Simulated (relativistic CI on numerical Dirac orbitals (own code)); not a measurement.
**Fe XXV (Fe²⁴⁺): levels and lines**

Aim: the low levels of Fe²⁴⁺, their labels and the strongest lines; further runs change one setting each.

Program: relativistic CI on numerical Dirac orbitals (own code) version 2. Level of theory: Dirac-Coulomb-Breit CI, KLI orbitals optimised for each configuration, model QED (radiative potential, 1s self-energy scaled to tabulated hydrogen-like ionisation energies). These are calculated values, not measurements, unless marked.

**1. Starting point**

| Quantity | Value |
| --- | --- |
| ion | Fe²⁴⁺ (Fe XXV) |
| nuclear charge | 26 |
| electrons | 2 |
| isotope | A = 56 |
| first configuration typed | 1s2 |

Outer shells as boxes (Hund's rule):

first configuration typed
```
1s [↑↓]
```

**2. Base run**

Input settings:

```ini
atom Fe  Z=26  charge=24  electrons=2
nucleus A=56  rms_radius_fm=3.7377
hamiltonian dirac-coulomb  breit=on  qed=on  c_scale=1
orbitals kli  potential=per-configuration
slater_scale 1
correlation none
mixing on
configurations
  1s2
  1s 2s
  1s 2p
  1s 3s
  1s 3p
  1s 3d
  1s 4s
  1s 4p
  1s 4d
  1s 4f
  1s 5s
  1s 5p
  1s 5d
  1s 5f
  1s 5g
  1s 6s
  1s 6p
  1s 6d
end
```

**3. Without QED terms**

Settings: those of step 2 with these lines changed.

```diff
@@ -2,3 +2,3 @@
 nucleus A=56  rms_radius_fm=3.7377
-hamiltonian dirac-coulomb  breit=on  qed=on  c_scale=1
+hamiltonian dirac-coulomb  breit=on  qed=off  c_scale=1
 orbitals kli  potential=per-configuration
```

**4. The first configuration alone**

Input settings:

```ini
atom Fe  Z=26  charge=24  electrons=2
nucleus A=56  rms_radius_fm=3.7377
hamiltonian dirac-coulomb  breit=on  qed=on  c_scale=1
orbitals kli  potential=per-configuration
slater_scale 1
correlation none
mixing on
configurations
  1s2
end
```

(Steps that only read results are left out.)

Before running it: what results should come out? Wanted: lowest level; first excitation; lowest level of the other parity; fastest E1 line; ionisation energy.

**Answer**, as computed:

| run | time | mean size of shift, levels followed (cm⁻¹) | lowest level | ionisation energy (eV) |
| --- | --- | --- | --- | --- |
| main run | 1.7 s | 0 | 1s2 1S0 | 8826.6 |
| without QED terms | 0.45 s | 29012 | 1s2 1S0 | 8830.3 |
| the first configuration alone | 0.042 s | - | 1s2 1S0 | - |

The tabulated theoretical ionisation energy (NIST) is 8828.19 eV.

| quantity | value |
| --- | --- |
| lowest level | 1s2 1S0 |
| first excitation | 1s 2s 3S1, 6635.17 eV |
| lowest level of the other parity | 1s 2p 3P°0, 6664.21 eV |
| levels in the model | 59 |
| fastest E1 line (by rate) to the lowest level | 0.1851 nm, from 1s 2p 1P°1 |
| ionisation energy | 8826.6 eV |
| ionisation energy, tabulated theoretical (NIST) | 8828.19 eV |

1s2 1S0 comes out lowest; its LS label holds 100 % and its jj label 100 %; over the low levels the means are 95 and 97 %, so both schemes do about equally well. Against the tabulated theoretical ionisation energy the result lies 0.018 % low. The largest mover is «without QED terms» (29012 cm⁻¹ on average). Lifetimes count radiative decay inside the model alone.
